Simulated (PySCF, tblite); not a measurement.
# acetoxyacetic acid (C₄H₆O₄): dynamics, then NMR shifts on frames, part 2 of 2

tblite 0.8.0 and PySCF 2.14.0. Atoms count from 0. The steps go on from the part before.

### Step 5. NMR shieldings: 625 fs, PBE0/pcSseg-1

What the job is given:

```
{"job": {"kind": "nmr", "xc": "PBE0", "basis": "pcSseg-1", "pop": false}, "charge": 0, "multiplicity": 1}
C      3.010900     0.291800     0.031000
C      1.599600    -0.052900    -0.450000
O      1.314900     0.242600    -1.594300
O      0.708200    -0.685200     0.360700
C     -0.646000    -0.879000    -0.007700
C     -1.530800    -0.324000     1.133000
O     -1.312000     0.428200     2.023900
O     -2.733300    -0.842300     0.969000
H      3.581700     0.591100    -0.848200
H      3.444300    -0.597800     0.561300
H      3.065200     1.119800     0.737900
H     -0.931500    -0.373700    -0.946000
H     -0.905400    -1.952200    -0.171500
H     -3.301000    -0.454200     1.711800
```

Method: GIAO PBE0/pcSseg-1 NMR shielding, non-relativistic, gas phase.

Log:

```text
coarse grid: 12408 points
cycle   1  E = -456.0271941407  dE =  1.422e+00  |g| = 1.248e+00  |ddm| = 3.295e+00
cycle   2  E = -455.3166634009  dE =  7.105e-01  |g| = 2.316e+00  |ddm| = 2.293e+00
cycle   3  E = -456.2895820236  dE = -9.729e-01  |g| = 3.732e-01  |ddm| = 1.709e+00
cycle   4  E = -456.3136929780  dE = -2.411e-02  |g| = 1.112e-01  |ddm| = 2.785e-01
cycle   5  E = -456.3156123894  dE = -1.919e-03  |g| = 2.779e-02  |ddm| = 6.546e-02
cycle   6  E = -456.3157530356  dE = -1.406e-04  |g| = 1.132e-02  |ddm| = 2.169e-02
cycle   7  E = -456.3157729797  dE = -1.994e-05  |g| = 4.203e-03  |ddm| = 8.251e-03
cycle   8  E = -456.3157761901  dE = -3.210e-06  |g| = 9.283e-04  |ddm| = 3.051e-03
final grid: 121896 points
cycle   9  E = -456.4043111770  dE = -8.876e-06  |g| = 1.604e-02  |ddm| = 2.088e-02
cycle  10  E = -456.4042371163  dE =  7.406e-05  |g| = 2.596e-02  |ddm| = 2.261e-02
cycle  11  E = -456.4043543311  dE = -1.172e-04  |g| = 2.996e-03  |ddm| = 1.502e-02
cycle  12  E = -456.4043559250  dE = -1.594e-06  |g| = 3.395e-04  |ddm| = 1.782e-03
cycle  13  E = -456.4043559426  dE = -1.758e-08  |g| = 1.379e-04  |ddm| = 2.803e-04
cycle  14  E = -456.4043559463  dE = -3.745e-09  |g| = 4.733e-05  |ddm| = 1.097e-04
cycle  15  E = -456.4043559467  dE = -3.338e-10  |g| = 1.887e-05  |ddm| = 3.587e-05
converged SCF energy = -456.4043559467

GIAO shielding tensors (ppm)
atom      isotropic    diamagn.    paramagn.     s11        s22        s33       span
  0 C      158.455     246.206     -87.751    131.918    152.420    191.026     59.108
  1 C        5.111     249.411    -244.300   -107.547     54.211     68.668    176.215
  2 O     -162.018     404.124    -566.142   -480.368   -271.515    265.829    746.197
  3 O      140.121     401.169    -261.048    -36.895    209.636    247.622    284.517
  4 C      121.321     247.175    -125.854     86.234    112.358    165.371     79.137
  5 C       17.281     250.103    -232.823    -83.269     57.002     78.109    161.379
  6 O      -78.257     402.996    -481.253   -288.726   -215.969    269.924    558.650
  7 O      111.898     391.049    -279.151    -26.766    115.452    247.010    273.775
  8 H       28.900      26.742       2.158     24.681     28.107     33.910      9.228
  9 H       28.589      25.938       2.651     24.880     27.430     33.457      8.577
 10 H       28.846      28.212       0.634     25.582     27.375     33.580      7.998
 11 H       25.719      30.864      -5.144     22.107     26.561     28.490      6.383
 12 H       26.600      28.648      -2.048     21.823     26.642     31.335      9.512
 13 H       24.445      27.214      -2.768     19.877     21.566     31.891     12.014
```

It took 16 s on 1 thread of Arm Neoverse V1, shared host; peak memory 0.77 GiB.

In short: δ C1 181.8, C5 169.6, C4 65.6, C0 28.5, H13 7.27, H11 6.00 ppm.

### Step 6. Shielding tensors: 800 fs, PBE0/pcSseg-1

What the job is given:

```
{"job": {"kind": "nmr", "xc": "PBE0", "basis": "pcSseg-1", "pop": false}, "charge": 0, "multiplicity": 1}
C      3.146600    -0.293800     0.265700
C      1.773800    -0.097000    -0.286000
O      1.439800     0.613000    -1.180100
O      0.908300    -0.974600     0.280700
C     -0.478800    -0.797400     0.045600
C     -1.311800    -0.203900     1.212500
O     -0.898600     0.181400     2.258500
O     -2.586400    -0.226500     0.942900
H      3.728900     0.613000     0.279000
H      3.761800    -0.962200    -0.385500
H      3.126100    -0.687900     1.231900
H     -0.495600    -0.076500    -0.784700
H     -0.979400    -1.796200    -0.281700
H     -3.104200     0.274000     1.646100
```

With the program's defaults for keys left out, this is: GIAO PBE0/pcSseg-1 NMR shielding, non-relativistic, gas phase.

Log:

```text
coarse grid: 12408 points
cycle   1  E = -456.0365104017  dE =  1.544e+00  |g| = 1.235e+00  |ddm| = 3.318e+00
cycle   2  E = -455.4189297104  dE =  6.176e-01  |g| = 2.211e+00  |ddm| = 2.216e+00
cycle   3  E = -456.2938819691  dE = -8.750e-01  |g| = 3.453e-01  |ddm| = 1.624e+00
cycle   4  E = -456.3145549479  dE = -2.067e-02  |g| = 1.032e-01  |ddm| = 2.598e-01
cycle   5  E = -456.3162001900  dE = -1.645e-03  |g| = 2.572e-02  |ddm| = 6.231e-02
cycle   6  E = -456.3163358269  dE = -1.356e-04  |g| = 6.901e-03  |ddm| = 1.937e-02
cycle   7  E = -456.3163425753  dE = -6.748e-06  |g| = 3.300e-03  |ddm| = 5.248e-03
cycle   8  E = -456.3163444428  dE = -1.868e-06  |g| = 8.963e-04  |ddm| = 2.479e-03
final grid: 121896 points
cycle   9  E = -456.4048667479  dE = -1.037e-05  |g| = 1.598e-02  |ddm| = 2.144e-02
cycle  10  E = -456.4047941132  dE =  7.263e-05  |g| = 2.580e-02  |ddm| = 2.284e-02
cycle  11  E = -456.4049096371  dE = -1.155e-04  |g| = 2.810e-03  |ddm| = 1.503e-02
cycle  12  E = -456.4049110270  dE = -1.390e-06  |g| = 3.360e-04  |ddm| = 1.687e-03
cycle  13  E = -456.4049110446  dE = -1.759e-08  |g| = 1.227e-04  |ddm| = 2.791e-04
cycle  14  E = -456.4049110477  dE = -3.126e-09  |g| = 3.103e-05  |ddm| = 9.605e-05
cycle  15  E = -456.4049110479  dE = -1.263e-10  |g| = 1.624e-05  |ddm| = 2.582e-05
converged SCF energy = -456.4049110479

GIAO shielding tensors (ppm)
atom      isotropic    diamagn.    paramagn.     s11        s22        s33       span
  0 C      168.203     246.136     -77.933    149.572    158.049    196.988     47.416
  1 C       13.180     250.056    -236.876    -92.985     61.427     71.098    164.083
  2 O      -90.629     404.593    -495.222   -368.860   -231.607    328.581    697.441
  3 O      133.314     400.802    -267.488    -38.909    211.631    227.222    266.131
  4 C      122.888     250.117    -127.229     84.258    126.004    158.401     74.143
  5 C       16.790     250.416    -233.626    -87.311     59.923     77.759    165.070
  6 O      -88.826     402.519    -491.345   -332.374   -213.660    279.557    611.931
  7 O      133.574     391.677    -258.104      5.293    144.725    250.703    245.410
  8 H       29.953      27.005       2.948     26.329     27.730     35.801      9.472
  9 H       28.736      24.885       3.851     25.563     26.161     34.483      8.919
 10 H       30.590      29.641       0.949     25.923     30.448     35.400      9.477
 11 H       25.084      31.892      -6.809     20.352     26.396     28.503      8.151
 12 H       26.124      27.807      -1.684     20.907     26.628     30.836      9.929
 13 H       24.521      27.864      -3.343     19.287     21.554     32.723     13.436
```

Wall time 17 s (1 thread of Arm Neoverse V1, shared host); peak memory 0.76 GiB.

Key values: δ C1 173.7, C5 170.1, C4 64.0, C0 18.7, H13 7.20, H11 6.63 ppm.

### Step 7. NMR shieldings: 1000 fs, PBE0/pcSseg-1

What the job is given:

```
{"job": {"kind": "nmr", "xc": "PBE0", "basis": "pcSseg-1", "pop": false}, "charge": 0, "multiplicity": 1}
C      3.028400    -0.191100     0.551000
C      1.656300    -0.162300    -0.064500
O      1.335400     0.630300    -0.912200
O      0.814100    -1.090800     0.486900
C     -0.508100    -1.013600     0.115000
C     -1.279000    -0.301500     1.259600
O     -0.638600     0.360400     2.023400
O     -2.543700    -0.470200     1.247000
H      2.930400    -0.211800     1.634300
H      3.634200     0.626000     0.332300
H      3.590500    -1.078100     0.315900
H     -0.722700    -0.354700    -0.832800
H     -0.964200    -2.002800    -0.091700
H     -2.927900     0.176200     1.897000
```

Method: GIAO PBE0/pcSseg-1 NMR shielding, non-relativistic, gas phase.

Log:

```text
coarse grid: 12408 points
cycle   1  E = -456.0383496785  dE =  1.591e+00  |g| = 1.229e+00  |ddm| = 3.338e+00
cycle   2  E = -455.3784554090  dE =  6.599e-01  |g| = 2.249e+00  |ddm| = 2.299e+00
cycle   3  E = -456.2929376305  dE = -9.145e-01  |g| = 3.633e-01  |ddm| = 1.704e+00
cycle   4  E = -456.3159760671  dE = -2.304e-02  |g| = 1.024e-01  |ddm| = 2.697e-01
cycle   5  E = -456.3175784839  dE = -1.602e-03  |g| = 2.776e-02  |ddm| = 6.187e-02
cycle   6  E = -456.3177224694  dE = -1.440e-04  |g| = 9.611e-03  |ddm| = 2.071e-02
cycle   7  E = -456.3177359973  dE = -1.353e-05  |g| = 4.057e-03  |ddm| = 7.378e-03
cycle   8  E = -456.3177389888  dE = -2.992e-06  |g| = 9.411e-04  |ddm| = 3.049e-03
final grid: 121896 points
cycle   9  E = -456.4052204024  dE = -1.069e-05  |g| = 1.611e-02  |ddm| = 2.233e-02
cycle  10  E = -456.4051440763  dE =  7.633e-05  |g| = 2.625e-02  |ddm| = 2.291e-02
cycle  11  E = -456.4052635226  dE = -1.194e-04  |g| = 3.120e-03  |ddm| = 1.544e-02
cycle  12  E = -456.4052652565  dE = -1.734e-06  |g| = 3.635e-04  |ddm| = 1.892e-03
cycle  13  E = -456.4052652767  dE = -2.027e-08  |g| = 1.404e-04  |ddm| = 2.927e-04
cycle  14  E = -456.4052652805  dE = -3.727e-09  |g| = 4.996e-05  |ddm| = 1.116e-04
cycle  15  E = -456.4052652808  dE = -3.862e-10  |g| = 1.850e-05  |ddm| = 3.771e-05
converged SCF energy = -456.4052652808

GIAO shielding tensors (ppm)
atom      isotropic    diamagn.    paramagn.     s11        s22        s33       span
  0 C      168.558     246.211     -77.653    147.322    158.797    199.556     52.234
  1 C        9.523     249.084    -239.560   -101.009     58.268     71.311    172.320
  2 O     -121.797     405.227    -527.024   -435.291   -234.591    304.491    739.782
  3 O      136.239     400.836    -264.597    -51.152    217.633    242.235    293.386
  4 C      124.185     249.967    -125.782     93.272    119.119    160.163     66.891
  5 C       13.107     256.003    -242.897    -86.253     45.684     79.889    166.142
  6 O      -84.761     405.195    -489.956   -359.940   -178.002    283.660    643.599
  7 O      151.425     391.240    -239.816     21.080    180.815    252.378    231.298
  8 H       29.521      28.521       1.000     25.250     29.027     34.287      9.037
  9 H       30.887      28.586       2.301     26.707     28.895     37.060     10.353
 10 H       29.850      26.665       3.185     26.222     27.923     35.405      9.184
 11 H       24.727      30.185      -5.458     20.939     25.799     27.444      6.505
 12 H       27.224      29.410      -2.186     22.498     27.170     32.004      9.505
 13 H       24.701      28.134      -3.432     19.598     20.866     33.640     14.041
```

It took 17 s on 1 thread of Arm Neoverse V1, shared host; peak memory 0.74 GiB.

Key values: δ C1 177.4, C5 173.8, C4 62.7, C0 18.4, H13 7.02, H11 6.99 ppm.

### Step 8. Comparing the runs: NMR shifts

Shifts (ppm) of some atoms, chosen among heavy atoms and hydrogens apart, with basis size and wall time:

```csv
frame,C0,H11,H9,O2,O6,O7,O3,functions,time
250 fs,25.6,4.85,1.75,505.8,450.1,192.6,186.3,166,23 s
425 fs,21.6,7.82,3.01,427.6,441.7,194.2,192.4,166,16 s
625 fs,28.5,6.00,3.13,498.1,414.3,224.2,196.0,166,16 s
800 fs,18.7,6.63,2.98,426.7,424.9,202.5,202.8,166,17 s
1000 fs,18.4,6.99,0.83,457.9,420.8,184.7,199.8,166,17 s
```

### Step 9. Results

What follows sums up all 2 parts.

```
                                      quantity                                   value
                                    thermostat                                   300 K
                 mean temperature, second half                                   282 K
       mean potential energy above the minimum                                 0.47 eV
13C shifts against TMS (PBE0/pcSseg-1, 250 fs)            180.7, 173.8, 63.6, 25.6 ppm
 1H shifts against TMS (PBE0/pcSseg-1, 250 fs)  7.00, 4.90, 4.85, 3.01, 2.46, 1.75 ppm
17O shifts against H2O (PBE0/pcSseg-1, 250 fs)          505.8, 450.1, 192.6, 186.3 ppm
         surface potential, 1st and 99th percentile                      -1.84 V and 2.64 V
                      range of the shift of O2                      426.7 to 505.8 ppm
```

What this shows: In the second half the potential energy averages 0.47 eV above the minimum; equipartition over 36 harmonic modes at 300 K would give 0.47 eV. With 14 atoms the temperature swings widely (123 to 388 K). Shifts at one fixed geometry are not the observed spectrum, which averages over the motion. In the first frame run (250 fs): The largest span, 806 ppm, is at O2, where the paramagnetic term is -576 ppm. In ppm, O2 moves most: its shift spreads over 79.1 ppm, from 426.7 (800 fs) to 505.8 (250 fs).
